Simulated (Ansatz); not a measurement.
# BH5SSi2: the cost of one run

All numbers below are computed with Ansatz 0.2.0 (RKS r2SCAN/STO-3G).

## 1. The starting structure

Bond lengths: S1–B2 1.820 Å, B2–Si3 1.985 Å, B2–Si4 2.025 Å, Si3–Si4 1.985 Å, S1–H5 1.398 Å, Si3–H6 1.493 Å, Si3–H7 1.500 Å, Si4–H8 1.487 Å, Si4–H9 1.440 Å. Angles (14 of 16 angles, heavy atoms first): S1–B2–Si3 149.1°, S1–B2–Si4 151.5°, Si3–B2–Si4 59.3°, B2–Si3–Si4 61.3°, B2–Si4–Si3 59.3°, B2–S1–H5 95.6°, B2–Si3–H6 112.0°, B2–Si3–H7 112.9°, Si4–Si3–H6 118.6°, Si4–Si3–H7 117.5°, B2–Si4–H8 108.7°, B2–Si4–H9 111.2°, Si3–Si4–H8 117.7°, Si3–Si4–H9 121.5°.

Coordinates:

```xyz
9

S    -1.8160    1.2402   -1.4832
B    -0.6129    0.4441   -0.3738
Si    1.2050    0.4060    0.4222
Si   -0.0655   -1.0481    0.8802
H    -1.4337    0.5335   -2.6272
H     1.4089    1.5122    1.4044
H     2.2757    0.0981   -0.5819
H    -0.8393   -0.9161    2.1426
H    -0.0336   -2.3162    0.1996
```

## 2. Relaxing end A

The input, input.yaml:

```yaml
crystal:
  periodic: [false, false, false]
  atoms:
    - { symbol: S, position_ang: [-1.816, 1.2402, -1.4832] }
    - { symbol: B, position_ang: [-0.6129, 0.4441, -0.3738] }
    - { symbol: Si, position_ang: [1.205, 0.406, 0.4222] }
    - { symbol: Si, position_ang: [-0.0655, -1.0481, 0.8802] }
    - { symbol: H, position_ang: [-1.4337, 0.5335, -2.6272] }
    - { symbol: H, position_ang: [1.4089, 1.5122, 1.4044] }
    - { symbol: H, position_ang: [2.2757, 0.0981, -0.5819] }
    - { symbol: H, position_ang: [-0.8393, -0.9161, 2.1426] }
    - { symbol: H, position_ang: [-0.0336, -2.3162, 0.1996] }
basis:
  gaussian: { orbitals: STO-3G }
hamiltonian:
  xc: r2scan
relax:
  f_tol: 0.015
  max_steps: 40
```

Command:

```console
ansatz run input.yaml --threads 1 --pin off --max-ram 2048MiB --backend cpu --events-out ev --progress --plain --runs-dir out
```

What time and memory should one allow on 1 thread of Arm Neoverse V1, shared host?

About 56 s, with a peak of 0.14 GiB.
